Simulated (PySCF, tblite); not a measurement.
# C₅H₇OPS: geometry, infrared bands and NMR shifts

Wanted: the infrared bands and NMR shifts of C₅H₇OPS (`COc1pcc(C)s1`), by calculation.

Computed with tblite 0.8.0 and PySCF 2.14.0, with density-fitted response routines of our own, on a single molecule in the gas phase. Atoms count from 0, in the outputs and in this text.

**1. The molecule as given**

15 atoms, charge 0, multiplicity 1; geometry from: force field or distance geometry start.

Bonds of the start (Å): C0–O1 1.42, O1–C2 1.33, C2–P3 1.85, P3–C4 1.82, C4–C5 1.39, C5–C6 1.49, C5–S7 1.74, S7–C2 1.74, C0–H8 1.10, C0–H9 1.09, C0–H10 1.08, C4–H11 1.09, C6–H12 1.10, C6–H13 1.09, C6–H14 1.10.

**2. Relaxing the molecule with GFN2-xTB**

What the job is given:

```
{"job": {"kind": "relax", "xc": "GFN2-xTB", "basis": "xTB"}, "charge": 0, "multiplicity": 1}
C      3.118300     0.410300    -0.173800
O      2.380700    -0.773200     0.091300
C      1.055900    -0.710500     0.145300
P      0.164100    -2.288800     0.495500
C     -1.417800    -1.397600     0.392400
C     -1.448300    -0.040400     0.105600
C     -2.663800     0.819700    -0.020500
S      0.099900     0.721700    -0.106100
H      2.944500     1.164700     0.603200
H      2.862200     0.804600    -1.161400
H      4.172700     0.163800    -0.167900
H     -2.317000    -1.985700     0.543900
H     -2.657800     1.621100     0.737700
H     -2.720500     1.261900    -1.017600
H     -3.577400     0.236300     0.143500
```

Started as:

```
OMP_NUM_THREADS=1 python probes_run.py task.json out
```

This one command runs all jobs of the session in turn.

**Question.** This job is followed by: GFN2-xTB harmonic vibrations, gas phase; GIAO PBE0/pcSseg-1 NMR shielding, non-relativistic, gas phase. What will the session give for the following? strongest single infrared mode (GFN2-xTB); zero-point energy (GFN2-xTB); ¹³C shifts against TMS (PBE0/pcSseg-1); ¹H shifts against TMS (PBE0/pcSseg-1, means over atoms taken as alike); ¹⁷O shifts against H2O (PBE0/pcSseg-1); ³¹P shifts against H3PO4 (PBE0/pcSseg-1); ³³S shifts against CS2 (PBE0/pcSseg-1).

The runs gave:

| quantity | value |
| --- | --- |
| strongest single infrared mode (GFN2-xTB) | 1248 cm⁻¹, 395 km/mol |
| zero-point energy (GFN2-xTB) | 67.9 kcal/mol |
| ¹³C shifts against TMS (PBE0/pcSseg-1) | 219.7, 144.4, 143.0, 62.3, 21.8 ppm |
| ¹H shifts against TMS (PBE0/pcSseg-1, means over atoms taken as alike) | 7.32, 4.02, 2.68 ppm |
| ¹⁷O shifts against H2O (PBE0/pcSseg-1) | 143.2 ppm |
| ³¹P shifts against H3PO4 (PBE0/pcSseg-1) | 137.3 ppm |
| ³³S shifts against CS2 (PBE0/pcSseg-1) | 267 ppm |

In words: Over 35 steps the energy fell by 0.319 eV; of the close pairs, C2–P3 changed most, 1.846 to 1.719 Å. No mode is imaginary among the 39: a minimum at this level. The strongest single mode, at 1248 cm⁻¹, moves mainly C2 and O1. Unscaled tight-binding wavenumbers are off by several per cent, some by more. Its intensities can rank the bands wrongly. At PBE0/pcSseg-1: The largest span, 388 ppm, is at P3, where the paramagnetic term is -787 ppm. NICS(1)zz of -19 ppm above the planar ring from C2 marks a diatropic (aromatic) ring current.
